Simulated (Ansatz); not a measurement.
**LiMgBN2: a line through an energy map**

The task here is to estimate one member of a computed series from the others.

Computed with Ansatz 0.2.0 (DFT PBEsol, scalar-relativistic, plane waves, PAW, unless a step's input says otherwise).

1 further run of the same task is left out (set aside as unsound or not needed).

## The starting structure

It takes space group I-4m2 (No. 119, tetragonal). Conventional cell: a = 3.779 Å, b = 3.779 Å, c = 8.848 Å, α = 90.00°, β = 90.00°, γ = 90.00°. Li (site symmetry -4m2) is surrounded by 4 N at 2.08 Å. Around Mg (site symmetry -4m2) lie 4 N at 2.08 Å. Around B (site symmetry -4m2) lie 2 N at 1.34 Å. N (site symmetry 2mm) is surrounded by 1 B at 1.34 Å.

As a file:

```cif
data_structure
_symmetry_space_group_name_H-M 'I-4m2'
_symmetry_Int_Tables_number 119
_cell_length_a 3.7786
_cell_length_b 3.7786
_cell_length_c 8.8477
_cell_angle_alpha 90.000
_cell_angle_beta 90.000
_cell_angle_gamma 90.000
_cell_volume 126.33
loop_
_atom_site_label
_atom_site_type_symbol
_atom_site_symmetry_multiplicity
_atom_site_Wyckoff_symbol
_atom_site_fract_x
_atom_site_fract_y
_atom_site_fract_z
_atom_site_occupancy
Li1 Li 2 d 0.50000 0.00000 0.25000 1
Mg1 Mg 2 c 0.00000 0.50000 0.25000 1
B1 B 2 b 0.50000 0.50000 0.00000 1
N1 N 4 e 0.50000 0.50000 0.15174 1
```

It goes back to an entry of the Materials Project, which need not be the stable form.

This cell was relaxed beforehand with the same method: volume 12.63 Å³/atom, gap on the mesh 2.54 eV.

## What is varied

Atoms count from 1 in the order of the input.

The energy is mapped over a free internal coordinate and the cell.

First coordinate, shift of N4 along [0 0 1], its symmetry partners moved as symmetry demands (measured in the relaxed cell): 5 values from −0.161 Å. Second coordinate, volume per atom at fixed shape: 5 values from 10.86 to 14.40 Å³.

Nothing else is relaxed (all other coordinates fixed). Energies count from the relaxed crystal. Points are written as (first, second).

Set-up of the first run:

File input.yaml:

```yaml
crystal:
  lattice:
    - [-1.7966643998, 1.7966643998, 4.2069354163]
    - [1.7966643998, -1.7966643998, 4.2069354163]
    - [1.7966643998, 1.7966643998, -4.2069354163]
  atoms:
    - { symbol: Li, position: [0.25, 0.75, 0.5] }
    - { symbol: Mg, position: [0.75, 0.25, 0.5] }
    - { symbol: B, position: [0.5, 0.5, 0.0] }
    - { symbol: "N", position: [0.6426409604, 0.6426409604, 0.0] }
    - { symbol: "N", position: [0.3573590396, 0.3573590396, 0.0] }
basis:
  ecutwfc: 520.0
kpoints:
  mp_grid: { grid: [8, 8, 8] }
hamiltonian:
  xc: pbesol
  pseudopotentials: { kind: paw }
scf:
  occupations: { method: gaussian, width: 0.05 }
output:
  forces: true
  stress: true
  eigenvalues: true
```

Started as:

```sh
$ ansatz run input.yaml --threads 1 --pin off --max-ram 2048MiB --backend cpu --events-out ev --progress --plain --runs-dir out
```

Steps of the session up to this table: Point (−0.081 Å, 10.86 Å³); Grid point (−0.081 Å, 11.75 Å³); Point (−0.081 Å, 12.63 Å³); The run at (−0.081 Å, 13.52 Å³); The run at (−0.081 Å, 14.40 Å³).

One of the session's tables, all rows but one given; the rest of the session is left out.

| volume per atom at fixed shape (Å³) | energy (meV/atom) | slope (meV/atom per Å³) | pressure (GPa) | band gap on the k-mesh (eV) | largest force on an atom (eV/Å) |
| --- | --- | --- | --- | --- | --- |
| 10.86 | 310 | −213 | 34.1 | 3.07 | 10.8 |
| 11.75 | ? | ? | ? | ? | ? |
| 12.63 | 88 | −55 | 8.8 | 2.67 | 5.9 |
| 13.52 | 63 | −6 | 0.9 | 2.48 | 4.1 |
| 14.40 | 74 | 30 | −4.9 | 2.31 | 2.6 |

Q: Estimate the row for volume per atom at fixed shape (Å³) = 11.75 from the others.

Worked estimate for «energy (meV/atom)». A straight line through the neighbours (10.86, 310) and (12.63, 88) gives 310 + (88 − 310) × (11.75 − 10.86) / (12.63 − 10.86) = 198; a parabola fitted to 3 rows on both sides gives 170.

The run gave: energy (meV/atom): 165; slope (meV/atom per Å³): −121; pressure (GPa): 19.4; band gap on the k-mesh (eV): 2.86; largest force on an atom (eV/Å): 8.1. In «energy (meV/atom)» the line misses by +33 and the parabola by +5.

Energies count from the relaxed crystal. Slopes come from the forces (and the stress, where the cell changes), not from differences of energies.

Along the line the energy is lowest at 13.52 Å³, 63 meV/atom from the zero. V·d²E/dV² there is about 99 GPa, a bulk modulus under this line's constraint. The highest point computed, at 10.86 Å³, lies 247 meV/atom above the lowest.
